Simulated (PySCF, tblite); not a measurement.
# C5H9B2F3: geometry, infrared bands and NMR shifts

Wanted: the infrared bands and NMR shifts of C5H9B2F3 (`B[C@]1(C)[C@@H](B(F)F)C[C@@H]1F`), by calculation.

The runs use tblite 0.8.0 and PySCF 2.14.0, with density-fitted response routines of our own; the level of theory stands in each step. All values are computed, except where a source is named. Atoms are numbered from 0 throughout.

## 1. The molecule as given

19 atoms, charge 0, multiplicity 1; geometry from: force field or distance geometry start.

Bonds of the start (Å): B0–C1 1.61, C1–C2 1.53, C1–C3 1.55, C3–B4 1.61, B4–F5 1.45, B4–F6 1.44, C3–C7 1.53, C7–C8 1.53, C8–F9 1.39, C8–C1 1.53, B0–H10 1.18, B0–H11 1.19, C2–H12 1.10, C2–H13 1.12, C2–H14 1.10, C3–H15 1.13, C7–H16 1.11, C7–H17 1.11, C8–H18 1.11.

## 2. Geometry optimisation with GFN2-xTB

What the job is given:

```
{"job": {"kind": "relax", "xc": "GFN2-xTB", "basis": "xTB"}, "charge": 0, "multiplicity": 1}
B     -1.679000     0.306000     1.252500
C     -0.601300     0.112000     0.074200
C     -1.138100    -0.823800    -1.016100
C      0.818700    -0.218600     0.612100
B      1.524500    -1.585700     0.126700
F      2.710900    -1.546800    -0.702600
F      1.022900    -2.854400     0.574800
C      1.367500     1.059000    -0.017800
C     -0.035600     1.416400    -0.501500
F     -0.508800     2.565500     0.130300
H     -1.468700    -0.048400     2.356500
H     -2.746700     0.771300     1.000100
H     -0.419800    -0.941400    -1.836100
H     -2.073100    -0.392000    -1.454000
H     -1.384300    -1.814200    -0.599300
H      0.892600    -0.156900     1.741600
H      1.760200     1.774000     0.733100
H      2.052400     0.885200    -0.877000
H     -0.104200     1.502100    -1.604800
```

Command:

```bash
> OMP_NUM_THREADS=1 python probes_run.py task.json out
```

The driver reads the jobs from task.json and runs them one after another.

**Question.** This job is followed by: GFN2-xTB harmonic vibrations, gas phase; GIAO PBE0/pcSseg-1 NMR shielding, non-relativistic, gas phase. What will the session give for the following? strongest single infrared mode (GFN2-xTB); zero-point energy (GFN2-xTB); ¹³C shifts against TMS (PBE0/pcSseg-1); ¹H shifts against TMS (PBE0/pcSseg-1, means over atoms taken as alike); ¹¹B shifts against BF3·OEt2 (PBE0/pcSseg-1); ¹⁹F shifts against CFCl3 (PBE0/pcSseg-1, means over atoms taken as alike).

As calculated:

| quantity | value |
| --- | --- |
| strongest single infrared mode (GFN2-xTB) | 1268 cm⁻¹, 375 km/mol |
| zero-point energy (GFN2-xTB) | 86.3 kcal/mol |
| ¹³C shifts against TMS (PBE0/pcSseg-1) | 105.1, 50.6, 27.3, 26.8, 19.8 ppm |
| ¹H shifts against TMS (PBE0/pcSseg-1, means over atoms taken as alike) | 8.06, 5.12, 2.84, 2.67, 2.24, 1.14 ppm |
| ¹¹B shifts against BF3·OEt2 (PBE0/pcSseg-1) | 93.3, 28.6 ppm |
| ¹⁹F shifts against CFCl3 (PBE0/pcSseg-1, means over atoms taken as alike) | -67.5, -191.6 ppm |

In words: The optimisation took 74 steps and gained 0.786 eV; among the close pairs (by a distance rule), B4–F5 changed most, from 1.448 to 1.320 Å. The lowest mode is imaginary (21i cm⁻¹), so the xTB geometry is not a minimum. The strongest single mode, at 1268 cm⁻¹, moves mainly B4. GFN2-xTB is a fitted tight-binding method: band positions and strengths are rough. Its intensities can rank the bands wrongly. C8 (sp3 CH bonded to F) lies farthest downfield among carbon, at 105.1 ppm; pulled downfield by the heteroatom. At PBE0/pcSseg-1: The widest tensor belongs to F5, F6: span 316 ppm, with a paramagnetic part of -229 ppm.
